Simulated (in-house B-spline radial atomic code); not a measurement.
**Ba⁷⁺: ionisation energy by several methods**

An exercise on one series of results from a longer session: the logs are not shown, and one member is left open.

The numbers are computed with in-house B-spline radial atomic code version 1 (scalar-relativistic (X2C), several functionals, spin-polarised, exact exchange averaged over the configuration; spherical all-electron atom at the radial basis limit), except any that are marked as measured or tabulated.

**The system**

* element: barium (Z = 56)
* charge: +7
* electrons: 49
* configuration: [Kr] 4d10 5s2 5p1
* nucleus: Fermi, rms radius 4.838 fm

Outer shells as boxes (Hund's rule):

[Kr] 4d10 5s2 5p1
```
[Kr] core
4d [↑↓][↑↓][↑↓][↑↓][↑↓]
5s [↑↓]
5p [↑ ][  ][  ]
```

Where spins are not typed, each open shell is filled with up spins first.

Set-up of the first run:

Settings, as recorded:

```ini
Z = 56
electrons = 49.0
configuration = [Kr] 4d10 5s2 5p1
hamiltonian = x2c
method = lc_wpbe
spin_polarised = True
nucleus = fermi
rms_radius = 4.8378
mass_number = 138
atomic_mass = 137.905247059
speed_of_light = 137.035999084
exact_exchange = averaged over the configuration
```

Started as:

```
> python run_scf.py task.json out
```

task.json lists these runs, among others, and the program works through them in turn.

Among the steps run: LC-ωPBE; HSE06; B97-1; M06-2X; PBE0; ωB97X.

One of the session's tables, all rows but one given; the rest of the session is left out.

```
 method  ΔSCF (eV)
  B97-1     99.100
 M06-2X     98.890
   PBE0     99.245
LC-ωPBE     99.453
  HSE06          ?
  ωB97X     99.188
```

Q: Estimate the row for HSE06 from the others.

**Answer.** ΔSCF (eV): 99.306. In the column «ΔSCF (eV)» it lies between PBE0 (99.245) and LC-ωPBE (99.453).
